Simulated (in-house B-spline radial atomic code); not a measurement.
# Zr⁺: excited configurations

Aim: the energies of several excited configurations of Zr⁺ above a reference configuration, each from its own self-consistent run.

Method: Dirac-Hartree-Fock, average of configuration, Fermi nucleus, basis-set limit. Code: in-house B-spline radial atomic code version 1.

### 1 Starting point

```
element       : zirconium (Z = 40)
charge        : +1
electrons     : 39
configuration : [Kr] 4d2 5s1
Hamiltonian   : Dirac-Coulomb
nucleus       : Fermi, rms radius 4.269 fm
```

Outer shells as boxes (Hund's rule):

[Kr] 4d2 5s1
```
[Kr] core
4d [↑ ][↑ ][  ][  ][  ]
5s [↑ ]
```

The boxes draw the filling by Hund's rule, which heavy ions in jj coupling don't follow; these runs average over all states of the configuration.

Settings, as recorded:

```ini
Z = 40
electrons = 39.0
configuration = [Kr] 4d2 5s1
hamiltonian = dirac
method = hf
spin_polarised = False
nucleus = fermi
rms_radius = 4.2694
mass_number = 90
atomic_mass = 89.904698755
speed_of_light = 137.035999084
```

From the earlier run of the reference: total energy -3596.878145 hartree. Levels, eight at most:

| orbital | occupation | energy (eV) | <r> (bohr) |
| --- | --- | --- | --- |
| 3d3/2 | 4 | -209.38 | 0.4491 |
| 3d5/2 | 6 | -206.79 | 0.4525 |
| 4s1/2 | 2 | -74.831 | 1.221 |
| 4p1/2 | 2 | -48.641 | 1.354 |
| 4p3/2 | 4 | -46.744 | 1.382 |
| 4d3/2 | 0.8 | -14.501 | 2.085 |
| 4d5/2 | 1.2 | -14.391 | 2.102 |
| 5s1/2 | 1 | -12.033 | 3.589 |

### 2 [Ar] 3d10 4s2 4p5 4d2 5s1 6s1

Settings, as recorded:

```ini
Z = 40
electrons = 39.0
configuration = [Ar] 3d10 4s2 4p5 4d2 5s1 6s1
hamiltonian = dirac
method = hf
spin_polarised = False
nucleus = fermi
rms_radius = 4.2694
mass_number = 90
atomic_mass = 89.904698755
speed_of_light = 137.035999084
```

### 3 [Ar] 3d10 4s2 4p5 4d2 5s1 7f1

Settings: those of step 2 with these lines changed.

```diff
@@ -2,3 +2,3 @@
 electrons = 39.0
-configuration = [Ar] 3d10 4s2 4p5 4d2 5s1 6s1
+configuration = [Ar] 3d10 4s2 4p5 4d2 5s1 7f1
 hamiltonian = dirac
```

### 4 Configuration [Ar] 3d9 4s2 4p6 4d2 5s1 5p1

Settings: those of step 3 with these lines changed.

```diff
@@ -2,3 +2,3 @@
 electrons = 39.0
-configuration = [Ar] 3d10 4s2 4p5 4d2 5s1 7f1
+configuration = [Ar] 3d9 4s2 4p6 4d2 5s1 5p1
 hamiltonian = dirac
```

### 5 Configuration [Ar] 3d9 4s2 4p6 4d2 5s1 6s1

Settings: those of step 4 with these lines changed.

```diff
@@ -2,3 +2,3 @@
 electrons = 39.0
-configuration = [Ar] 3d9 4s2 4p6 4d2 5s1 5p1
+configuration = [Ar] 3d9 4s2 4p6 4d2 5s1 6s1
 hamiltonian = dirac
```

### 6 Run with [Kr] 4d1 5s1 9s1

Settings: those of step 5 with these lines changed.

```diff
@@ -2,3 +2,3 @@
 electrons = 39.0
-configuration = [Ar] 3d9 4s2 4p6 4d2 5s1 6s1
+configuration = [Kr] 4d1 5s1 9s1
 hamiltonian = dirac
```

### 7 Configuration [Ar] 3d9 4s2 4p6 4d2 5s1 9p1

Settings: those of step 6 with these lines changed.

```diff
@@ -2,3 +2,3 @@
 electrons = 39.0
-configuration = [Kr] 4d1 5s1 9s1
+configuration = [Ar] 3d9 4s2 4p6 4d2 5s1 9p1
 hamiltonian = dirac
```

### 8 [Ar] 3d9 4s2 4p6 4d2 5s1 9g1

Settings: those of step 7 with these lines changed.

```diff
@@ -2,3 +2,3 @@
 electrons = 39.0
-configuration = [Ar] 3d9 4s2 4p6 4d2 5s1 9p1
+configuration = [Ar] 3d9 4s2 4p6 4d2 5s1 9g1
 hamiltonian = dirac
```

### 9 Run with [Kr] 4d1 5s1 9d1

Settings: those of step 8 with these lines changed.

```diff
@@ -2,3 +2,3 @@
 electrons = 39.0
-configuration = [Ar] 3d9 4s2 4p6 4d2 5s1 9g1
+configuration = [Kr] 4d1 5s1 9d1
 hamiltonian = dirac
```

How far above the reference does each configuration lie (order and size, in eV)?

As calculated:

| net move | configuration | energy above the reference (eV) | with Breit, QED, recoil (eV) | largest <r> (bohr) |
| --- | --- | --- | --- | --- |
| 4d → 9s | [Kr] 4d1 5s1 9s1 | 12.120 | 12.134 | 28.4 |
| 4d → 9d | [Kr] 4d1 5s1 9d1 | 12.553 | 12.566 | 39.0 |
| 4p → 6s | [Ar] 3d10 4s2 4p5 4d2 5s1 6s1 | 39.440 | 39.414 | 7.41 |
| 4p → 7f | [Ar] 3d10 4s2 4p5 4d2 5s1 7f1 | 44.094 | 44.067 | 32.8 |
| 3d → 5p | [Ar] 3d9 4s2 4p6 4d2 5s1 5p1 | 187.07 | 187.08 | 4.05 |
| 3d → 6s | [Ar] 3d9 4s2 4p6 4d2 5s1 6s1 | 191.08 | 191.08 | 7.34 |
| 3d → 9p | [Ar] 3d9 4s2 4p6 4d2 5s1 9p1 | 195.64 | 195.64 | 31.4 |
| 3d → 9g | [Ar] 3d9 4s2 4p6 4d2 5s1 9g1 | 196.25 | 196.26 | 55.7 |

Quantum defects of the promoted electron, δ = n − ζ/√(−2ε) with ζ = 2 and ε its orbital energy in hartree:

| promotion | δ |
| --- | --- |
| 4d → 9s | 2.902 |
| 4d → 9d | 1.712 |
| 4p → 6s | 3.068 |
| 4p → 7f | 0.080 |
| 3d → 6s | 3.082 |
| 3d → 9p | 2.497 |
| 3d → 9g | 0.004 |

What this shows: The energies run from 12.120 eV (4d → 9s) to 196.25 eV (3d → 9g). 7 of them lie more than 2 % above the ionisation threshold that Koopmans' theorem gives (12.033 eV), where such states can decay by emitting an electron. Of those tabulated, the defect is largest for 6s (3.08) and least for 9g (0.00): low angular momentum penetrates the core, high angular momentum stays outside it. Two partly filled shells share a symmetry and can mix in the average, which may lower the energy, for: 4d → 9s; 4d → 9d; 4p → 6s; 3d → 5p; 3d → 6s; 3d → 9p; 3d → 9g. These are averages over configurations, without correlation, not spectroscopic levels.
